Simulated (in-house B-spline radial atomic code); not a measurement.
# Excitations of Zr³⁸⁺ as exact exchange is dialled in

An exercise on one series of results from a longer session: the logs are not shown, and one member is left open.

Method: linear response of a closed shell, each method with its own adiabatic kernel; spin-free one-electron X2C, finite nucleus; B-spline basis; no spin-orbit coupling, no double excitations; only terms of natural parity, (−1)^L, with L up to 3 are computed. Code: in-house B-spline radial atomic code version 1.

### The system

- element: zirconium (Z = 40)
- charge: +38
- configuration: 1s2
- runs: 0 % exact exchange; 10 % exact exchange; 20 % exact exchange; 30 % exact exchange; 40 % exact exchange; 50 % exact exchange; 60 % exact exchange; 70 % exact exchange; 80 % exact exchange; 90 % exact exchange; 100 % exact exchange

The outer shells:

Zr³⁸⁺
```
1s [↑↓]
```

Set-up of the first run:

Settings of the run:

```ini
Z = 40
electrons = 2.0
configuration = 1s2
hamiltonian = x2c
method = pbeh
box_radius = 3.33
exact_exchange_fraction = 0.0
rms_radius = 4.2694
intervals = 64
```

Started as:

```console
> python run_td.py task.json out
```

The settings of every run stand in task.json; they run in order.

Among the steps run: 0 % exact exchange.

One of the session's tables, all rows but one given; the rest of the session is left out.

It belongs to the step «0 % exact exchange». The states in eV; those that feel the box are left out:

```
   state  full (eV)  Tamm-Dancoff (eV)
1s→2s ³S    16065.0            16065.0
1s→2s ¹S    16116.7            16116.9
1s→2p ³P    16193.5            16193.5
1s→2p ¹P    16228.4            16228.5
1s→3s ³S    19006.8            19006.8
1s→3s ¹S    19020.2            19020.2
1s→3p ³P    19046.4            19046.4
1s→3p ¹P    19055.8            19055.8
1s→3d ³D    19077.4            19077.4
1s→3d ¹D    19077.9            19077.9
1s→4s ³S    20014.0            20014.0
1s→4s ¹S    20019.4            20019.4
1s→4p ³P    20030.7            20030.7
1s→4p ¹P          ?                  ?
```

Estimate the missing values for 1s→4p ¹P.

**Answer.** full (eV): 20034.5; Tamm-Dancoff (eV): 20034.5. In the column «full (eV)» it is the highest.
